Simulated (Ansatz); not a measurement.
# FGeH5O2: the cost of one run

All numbers below are computed with Ansatz 0.2.0 (RKS PBE/def2-SVP).

1 further run of the same task is left out (it didn't finish).

## Step 1: The system as given

Bond lengths: Ge1–H3 1.550 Å, Ge1–O4 1.769 Å, O4–H5 1.010 Å, Ge1–O6 1.769 Å, O6–H7 1.010 Å, Ge1–F8 1.980 Å. Angles: H3–Ge1–O4 109.5°, H3–Ge1–O6 109.5°, H3–Ge1–F8 75.6°, O4–Ge1–O6 109.5°, O4–Ge1–F8 64.5°, O6–Ge1–F8 173.5°, Ge1–O4–H5 109.5°, Ge1–O6–H7 109.5°.

Structure file:

```xyz
9

Ge    0.0000    0.0000    0.0000
H     0.0000    0.0000    1.9000
H     1.4616    0.0000   -0.5162
O    -0.8337    1.4443   -0.5894
H    -1.7915    1.2136   -0.8118
O    -0.8337   -1.4443   -0.5894
H    -1.2883   -1.9100    0.1830
F     0.7423    1.7262    0.6243
H     0.3986    0.9269    1.7574
```

## Step 2: A restrained relaxation towards end A

Springs on the bonds that form and break draw the guess towards this end; the thresholds are loose.

Input file input.yaml:

```yaml
crystal:
  periodic: [false, false, false]
  atoms:
    - { symbol: Ge, position_ang: [0.0, 0.0, 0.0] }
    - { symbol: H, position_ang: [0.0, 0.0, 1.9] }
    - { symbol: H, position_ang: [1.4616, 0.0, -0.5162] }
    - { symbol: O, position_ang: [-0.8337, 1.4443, -0.5894] }
    - { symbol: H, position_ang: [-1.7915, 1.2136, -0.8118] }
    - { symbol: O, position_ang: [-0.8337, -1.4443, -0.5894] }
    - { symbol: H, position_ang: [-1.2883, -1.91, 0.183] }
    - { symbol: F, position_ang: [0.7423, 1.7262, 0.6243] }
    - { symbol: H, position_ang: [0.3986, 0.9269, 1.7574] }
basis:
  gaussian: { orbitals: def2-SVP }
hamiltonian:
  xc: pbe
relax:
  f_tol: 0.15
  max_steps: 25
  restrain:
    - { distance: [0, 7], at: 2.88, k: 30.0 }
    - { distance: [8, 1], at: 1.86, k: 30.0 }
    - { distance: [0, 1], at: 1.55, k: 30.0 }
    - { distance: [8, 7], at: 0.92, k: 30.0 }
```

Launch:

```console
ansatz run input.yaml --threads 2 --pin off --max-ram 3072MiB --backend cpu --events-out ev --progress --plain --runs-dir out
```

What time and memory should one allow on 2 threads of Arm Neoverse V2, shared host?

About 26 s, with a peak of 0.14 GiB.
